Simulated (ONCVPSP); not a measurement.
# Pseudopotential generation for hafnium: ONCV, LDA (Perdew-Wang 92)

Task: generate the file, and judge it by its errors in other configurations, its logarithmic derivatives, its ghosts and its cutoff.

Program: ONCVPSP 4.0.1. Reference atom: LDA (Perdew-Wang 92), scalar-relativistic, spherical and spin-unpolarised. All values are calculated.

## 1. Settings

Typed settings, in words:

```json
{
 "element": "hafnium (Hf, Z = 72)",
 "type": "optimised norm-conserving Vanderbilt (ONCV)",
 "frozen core": "[Kr] 4d10 4f14",
 "valence charge": "12",
 "reference configuration": "5s2 5p6 5d2 (charge +2)",
 "partial waves": "5s: rc 1.55 bohr, ncon 3, nbas 7, qcut 6.7 1/bohr, 1 projector; 5p: rc 1.30 bohr, ncon 4, nbas 8, qcut 7.6 1/bohr, 1 projector; 5d: rc 2.40 bohr, ncon 4, nbas 9, qcut 5.6 1/bohr, 2 projectors, debl 3 Ha",
 "local potential": "polynomial inside 1.00 bohr (lpopt 5, dvloc0 3 Ha)",
 "core correction": "Teter function, fcfact 5, rcfact 1.45"
}
```

The nodes and maxima of the atom's own shells, from an earlier all-electron run, set the scale for the radii.

All-electron outer shells of the reference configuration (LDA (PZ), scalar-relativistic, ld1.x):

```json
{"shell": "5p", "level (eV)": "-50.89", "outermost node (bohr)": "0.60", "outermost maximum (bohr)": "1.16"}
{"shell": "4f", "level (eV)": "-32.26", "outermost node (bohr)": "–", "outermost maximum (bohr)": "0.45"}
{"shell": "6s", "level (eV)": "-17.80", "outermost node (bohr)": "1.36", "outermost maximum (bohr)": "2.65"}
{"shell": "5d", "level (eV)": "-17.02", "outermost node (bohr)": "0.67", "outermost maximum (bohr)": "1.65"}
{"shell": "6p", "level (eV)": "-12.13", "outermost node (bohr)": "1.62", "outermost maximum (bohr)": "3.31"}
```

## 2. The generation run

Hf.dat reads:

```
# ATOM AND REFERENCE CONFIGURATION
# atsym  z   nc   nv     iexc    psfile
  Hf 72.00   10    3  -001012      upf
#
#   n    l    f
    1    0    2.00
    2    0    2.00
    2    1    6.00
    3    0    2.00
    3    1    6.00
    3    2   10.00
    4    0    2.00
    4    1    6.00
    4    2   10.00
    4    3   14.00
    5    0    2.00
    5    1    6.00
    5    2    2.00
#
# PSEUDOPOTENTIAL AND OPTIMIZATION
# lmax
    2
#
#   l,   rc,      ep,       ncon, nbas, qcut
    0    1.55    0.00    3    7    6.70
    1    1.30    0.00    4    8    7.60
    2    2.40    0.00    4    9    5.60
#
# LOCAL POTENTIAL
# lloc, lpopt,  rc(5),   dvloc0
    4    5    1.00    3.00
#
# VANDERBILT-KLEINMAN-BYLANDER PROJECTORs
# l, nproj, debl
    0    1    2.30
    1    1    1.40
    2    2    3.00
#
# MODEL CORE CHARGE
# icmod, fcfact, rcfact
    3    5.00    1.45
#
# LOG DERIVATIVE ANALYSIS
# epsh1, epsh2, depsh
   -5.00    5.00    0.04
#
# OUTPUT GRID
# rlmax, drl
    6.00    0.01
#
# TEST CONFIGURATIONS
# ncnf
    4
# nvcnf
#   n    l    f
    4
    5    0    2.00
    5    1    6.00
    5    2    2.00
    6    0    2.00
#
    4
    5    0    2.00
    5    1    6.00
    5    2    2.00
    6    0    1.00
#
    3
    5    0    2.00
    5    1    6.00
    5    2    1.00
#
    3
    5    0    2.00
    5    1    6.00
    5    2    3.00
#
```

Command:

```sh
oncvpsp.x < Hf.dat > Hf.out
```

**Question.** What will these runs give? Wanted: cutoffs for 1 and 0.1 mHa per electron, occupied waves; bound ghosts; GHOST(+) flags; largest test error; largest phase difference near zero energy, channels read; rms error of d²Exc/dn², without and with the model core.

**Answer**, as computed:

| quantity | value |
| --- | --- |
| cutoffs for 1 and 0.1 mHa per electron, occupied waves | 27 Ha and 70 Ha |
| bound ghosts | s at -103.59 eV |
| GHOST(+) flags | d at 632 eV |
| largest test error (AE − PS) | -20 meV, for 5s2 5p6 5d1 (2 tests unsolved) |
| largest phase difference near zero energy, channels read | 0.020 rad |
| rms error of d²Exc/dn², without and with the model core | 10.58 and 0.44 mHa |

It has a bound ghost (s), a state that the atom doesn't have, and that rules the file out. The worst unpolarised test, 5s2 5p6 5d1, is off by 20 meV on 22.1 eV; by total energies transferability rates as good where solved. Atomic tests can pass in spite of a ghost, since they solve only for the levels asked. Of the tests 2 gave no usable energy difference, which is a warning in itself. The potential is of middling hardness: the looser tolerance needs 27 Ha. The tighter tolerance needs 70 Ha, and converged work needs a cutoff nearer that. At the looser tolerance the 5p wave is the slowest; 5s needs 18 Ha. Near zero energy the phases of the channels with partial waves agree within 0.020 rad. The pseudo curves have a pole with no partner nearby in the atom's: s at -3.79 Ha. The program also flags highly localised states, GHOST(+) (d). Note that the frozen 4f shell (-32 eV) lies higher than the valence 5s shell (-82 eV).
